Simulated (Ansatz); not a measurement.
Working through a relaxation of cell and ions of CrRh, space group P-6m2

Program: Ansatz 0.2.0, Python API.

The cells in order, each with its output:

In [1]:
```python
import itertools

import ansatz as az
import matplotlib.pyplot as plt
import numpy as np
```

In [2]:
```python
def edges_and_angles(cell):
    cell = np.asarray(cell)
    a, b, c = np.linalg.norm(cell, axis=1)
    cosines = cell[1] @ cell[2] / (b * c), cell[0] @ cell[2] / (a * c), cell[0] @ cell[1] / (a * b)
    return (a, b, c, *np.degrees(np.arccos(cosines)))
```

In [3]:
```python
system = (
    az.Lattice.from_parameters(2.672958, 2.672958, 4.219386, alpha=90, beta=90, gamma=120)
    .space_group(187)
    .atom('Cr', (2 / 3, 1 / 3, 0.5))
    .atom('Rh', (1 / 3, 2 / 3, 0.0))
    .moments(Cr=3)
)
```

In [4]:
```python
# every cell quantity that the symmetry leaves free
job = (
    system.calculation()
    .spin('collinear')
    .occupations('Fermi-Dirac', width=0.1)
    .basis(470)  # plane waves up to this kinetic energy
    .functional('LDA')
    .kpoints(14, 14, 8)  # sampling of the Brillouin zone
    .relax(force_tolerance=0.05, cell=True)  # relax until the tolerances are met
    .density()  # keep the density on its grid
)
steps = []
```

In [5]:
```python
def follow(event):
    if event['event'] != 'relax_step':
        return
    row = event['data']
    steps.append(row)
    print(f'step {row["step"]:3d}  E = {row["lagrangian_ev"]:.5f} eV  largest force component = {row["allowed_force_max_ev_ang"]:.4f} eV/A  P = {row["pressure_gpa"]:.3f} GPa')
```

In [6]:
```python
outcome = job.session().plan(threads=1).execute(on_event=follow)
summary = outcome.report
```
```text
RunWarning: the starting moments were not kept: the SCF closed with an absolute magnetisation of 4.7e-7 μB, where they sum to 3 μB in size (1 site). That is at most 0.1 of that sum. Measured as dr2_m [...]
step   1  E = -9601.69418 eV  largest force component = 0.0000 eV/A  P = -18.826 GPa
step   2  E = -9601.78632 eV  largest force component = 0.0000 eV/A  P = 10.095 GPa
step   3  E = -9601.80879 eV  largest force component = 0.0000 eV/A  P = -1.300 GPa
step   4  E = -9601.80925 eV  largest force component = 0.0000 eV/A  P = -0.005 GPa
step   5  E = -9601.80879 eV  largest force component = 0.0000 eV/A  P = -0.013 GPa
```

In [7]:
```python
summary['mixing_algorithm'], summary['preconditioner'], summary['eigensolver']
```
Out [7]:
```text
('MSR1', 'none', 'band_cg')
```

In [8]:
```python
summary['published_state_doubts']
```
Out [8]:
```text
['seeded_moment_not_kept']
```

In [9]:
```python
first, last = steps[0], steps[-1]
symbols = [site.symbol for site in outcome.lattice.sites]
print(f'energy gained {first["lagrangian_ev"] - last["lagrangian_ev"]:.4f} eV in {len(steps) - 1} steps')
for label, vectors in (('before', first['cell_ang']), ('after', outcome.lattice.cell_ang)):
    print(label, 'a b c (A) {:.4f} {:.4f} {:.4f}  angles {:.2f} {:.2f} {:.2f}'.format(*edges_and_angles(vectors)), f' V = {abs(np.linalg.det(vectors)):.3f} A^3')
print('final stress xx yy zz (GPa, compression positive):', np.round(np.diag(summary['stress_gpa']), 3) + 0.0)
```
```text
energy gained 0.1146 eV in 4 steps
before a b c (A) 2.6730 2.6730 4.2194  angles 90.00 90.00 120.00  V = 26.107 A^3
after a b c (A) 2.6105 2.6105 4.1154  angles 90.00 90.00 120.00  V = 24.288 A^3
final stress xx yy zz (GPa, compression positive): [-0.013 -0.013 -0.013]
```

In [10]:
```python
change = np.array(last['positions_ang']) @ np.linalg.inv(last['cell_ang']) - np.array(first['positions_ang']) @ np.linalg.inv(first['cell_ang'])
moved = np.linalg.norm(change @ np.array(last['cell_ang']), axis=1)
print('displacement within the cell, strain taken out (A):', ' '.join(f'{s}:{d:.3f}' for s, d in zip(symbols, moved)))
```
```text
displacement within the cell, strain taken out (A): Cr:0.000 Rh:0.000
```

In [11]:
```python
fig, (top, bottom) = plt.subplots(2, 1, sharex=True, figsize=(4.5, 4))
top.plot([s['lagrangian_ev'] - last['lagrangian_ev'] for s in steps], 'o-')
top.set_ylabel('E - E(final) (eV)')
bottom.semilogy([max(s['allowed_force_max_ev_ang'], 1e-6) for s in steps], 's-')
bottom.set(xlabel='step', ylabel='largest force (eV/A)')
fig.tight_layout()
fig.savefig('relax.png', dpi=100)
```

In [12]:
```python
energy = summary['free_energy_ev']
print('F of the CrRh cell: {:.6f} eV = {:.6f} Ry = {:.6f} Ha'.format(energy, energy / 13.605693, energy / 27.211386))
print('Fermi level {:.4f} eV, {} k-points, {} symmetry operations'.format(summary['fermi_energy_ev'], summary['n_kpoints'], summary['n_symmetry_ops']))
```
```text
F of the CrRh cell: -9601.808786 eV = -705.719935 Ry = -352.859968 Ha
Fermi level 21.8056 eV, 120 k-points, 12 symmetry operations
```

In [13]:
```python
# valence electrons inside a sphere about each atom
rho = outcome.density()
total = sum(channel.density_e_per_ang3 for channel in rho.channels[:2])
grid_cell = np.asarray(rho.fft_grid_basis) @ outcome.lattice.cell_ang
mesh = np.stack(np.meshgrid(*[np.arange(n) / n for n in rho.dims], indexing='ij'), axis=-1)
for site in outcome.lattice.sites:
    offset = mesh - site.position_ang @ np.linalg.inv(grid_cell)
    offset -= offset.round()
    distance = np.min([np.linalg.norm((offset + shift) @ grid_cell, axis=-1) for shift in itertools.product((-1, 0, 1), repeat=3)], axis=0)
    inside = [total[distance < radius].sum() * rho.cell_volume_ang3 / total.size for radius in (0.8, 1.0, 1.2)]
    print(site.symbol, 'electrons within 0.8, 1.0, 1.2 A:', np.round(inside, 2))
```
```text
Cr electrons within 0.8, 1.0, 1.2 A: [10.27 11.55 12.67]
Rh electrons within 0.8, 1.0, 1.2 A: [11.31 13.61 15.26]
```

In [14]:
```python
print(f'net moment {summary["magnetization_mub"]:.3f} muB, absolute {summary["absolute_magnetization_mub"]:.3f} muB')
for index, (site, m) in enumerate(zip(outcome.lattice.sites, summary['site_moments_mub'])):
    print(f'  {index:2d} {site.symbol:2s} {m:7.3f}')
```
```text
net moment 0.000 muB, absolute 0.000 muB
   0 Cr   0.000
   1 Rh  -0.000
```

Reading the output:
- Total energies depend on the potentials; only differences at equal settings carry meaning. A total without «per atom» is that of the cell as typed.
- The SCF didn't keep the moments it started from (some shrank, vanished or turned); what is printed is the state reached.
- Forces vanish by symmetry, so the ions can't move, and the end may be a saddle.
- Only differences from the Fermi energy are physical; the zero of the scale is a convention.
- Energies along a relaxation are free energies. Rows at an unchanged volume are solved on a plane-wave basis chosen afresh for that cell, so the energy jumps there and such rows are no steps of the walk.
- Densities and potentials on the grid are those of the valence electrons, and inside the cores they hang on the potentials used.
- The structure comes from a database of computed cells and needn't be a stable or known phase.
- Warnings are shown shortened and without file and line.
- Wall time of the script: 3.2 min on 1 thread of Arm Neoverse N1, with other jobs on the host, peak memory 0.56 GiB.

(A comment or docstring line of the script was reworded after the run, the code is as it ran.)
